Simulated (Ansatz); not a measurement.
# C2H7GeN: one species, many methods

Aim: compute C2H7GeN with functionals from several rungs and with coupled cluster, and see how far each lands from CCSD(T) at the basis-set limit for the atomisation energy.

The runs use Ansatz 0.2.0, Gaussian basis; functionals in def2-TZVPP, the program's frozen cores in correlated methods.

The runs, in order: PBE-D4, r2SCAN-D4, PBE0-D4, B3LYP-D4, ωB97X-V, ωB97M-V, B2PLYP; CCSD(T)/def2-TZVPP; MP2/def2-QZVPP; extrapolation to the limit.

## (1) The geometry

All runs share one geometry, relaxed beforehand with PBE0-D4 in a triple-zeta def2 set.

SMILES `C=N[CH2][GeH3]`, 11 atoms, charge 0, spin multiplicity 1.

Atoms are counted from 1 here; the program's logs count them from 0.

Bond lengths: C1–N2 1.260 Å, C1–H5 1.089 Å, C1–H6 1.099 Å, N2–C3 1.432 Å, C3–Ge4 1.975 Å, C3–H7 1.093 Å, C3–H8 1.101 Å, Ge4–H9 1.538 Å, Ge4–H10 1.535 Å, Ge4–H11 1.540 Å. Angles: N2–C1–H5 119.3°, N2–C1–H6 123.2°, H5–C1–H6 117.5°, C1–N2–C3 118.6°, N2–C3–Ge4 109.2°, N2–C3–H7 109.3°, N2–C3–H8 113.9°, Ge4–C3–H7 106.5°, Ge4–C3–H8 109.1°, H7–C3–H8 108.7°, C3–Ge4–H9 108.8°, C3–Ge4–H10 110.1°, C3–Ge4–H11 109.1°, H9–Ge4–H10 109.7°, H9–Ge4–H11 109.4°, H10–Ge4–H11 109.7°.

## (2) PBE-D4 (GGA)

File in.yaml:

```yaml
crystal:
  periodic: [false, false, false]
  atoms:
    - {symbol: C, position_ang: [-0.891332, 1.780100, 0.371746]}
    - {symbol: N, position_ang: [-1.091834, 0.540665, 0.269952]}
    - {symbol: C, position_ang: [-0.063099, -0.358197, 0.699490]}
    - {symbol: Ge, position_ang: [0.718647, -1.250788, -0.879699]}
    - {symbol: H, position_ang: [-1.656292, 2.473418, 0.026029]}
    - {symbol: H, position_ang: [0.026574, 2.208227, 0.798958]}
    - {symbol: H, position_ang: [-0.505250, -1.146760, 1.314003]}
    - {symbol: H, position_ang: [0.741256, 0.127325, 1.272935]}
    - {symbol: H, position_ang: [1.358198, -0.185577, -1.785923]}
    - {symbol: H, position_ang: [-0.371857, -2.003326, -1.654377]}
    - {symbol: H, position_ang: [1.800388, -2.241988, -0.412616]}
basis:
  gaussian: {orbitals: def2-TZVPP}
hamiltonian: {xc: pbe, dispersion: d4}
output: {forces: true, orbitals: {seedname: orbitals}}
```

On the command line:

```
ansatz run in.yaml --threads 4 --pin off --events-out ev --progress --plain --max-ram 10444MiB
```

Further steps of the session: r2SCAN-D4 (meta-GGA); PBE0-D4 (hybrid); B3LYP-D4 (hybrid); ωB97X-V (range-separated); ωB97M-V (range-separated); B2PLYP (double hybrid); CCSD(T) in def2-TZVPP; MP2 in def2-QZVPP.

**Question.** What will the summary of the whole plan be? Wanted: atomisation energy, CCSD(T)/CBS; farthest; mean size of error, hybrid; mean size of error, range-separated; gap, smallest and largest; T1 diagnostic; triples share of the correlation energy.

The runs gave:

| quantity | value |
| --- | --- |
| atomisation energy, CCSD(T)/CBS | 3806.8 kJ/mol |
| functionals within 38.1 kJ/mol (1.0 %) | r2SCAN-D4, PBE0-D4, B3LYP-D4, ωB97X-V, ωB97M-V |
| farthest | PBE-D4 (+67.3 kJ/mol) |
| mean size of error, hybrid | 3.4 kJ/mol |
| mean size of error, range-separated | 8.5 kJ/mol |
| gap, smallest and largest | 4.39 eV (PBE-D4), 11.70 eV (ωB97X-V) |
| T1 diagnostic | 0.0117 |
| triples share of the correlation energy | 4.0 % |

In words: PBE-D4 is off by +67.3 kJ/mol. Double hybrids carry the basis error of their MP2 part in triple zeta, and no dispersion term here, so their miss is partly the set-up's. The reference freezes the cores and leaves out relativity and excitations past (T), and its outer-core shells are covered unevenly, so misses under about 38.1 kJ/mol can't be ranked. Hartree-Fock recovers 71 % of the binding; the rest is correlation. Orbital gaps span 4.4 to 11.7 eV; exact exchange widens them. Correlated methods include outer-core shells of Ge, which these sets cover unevenly.
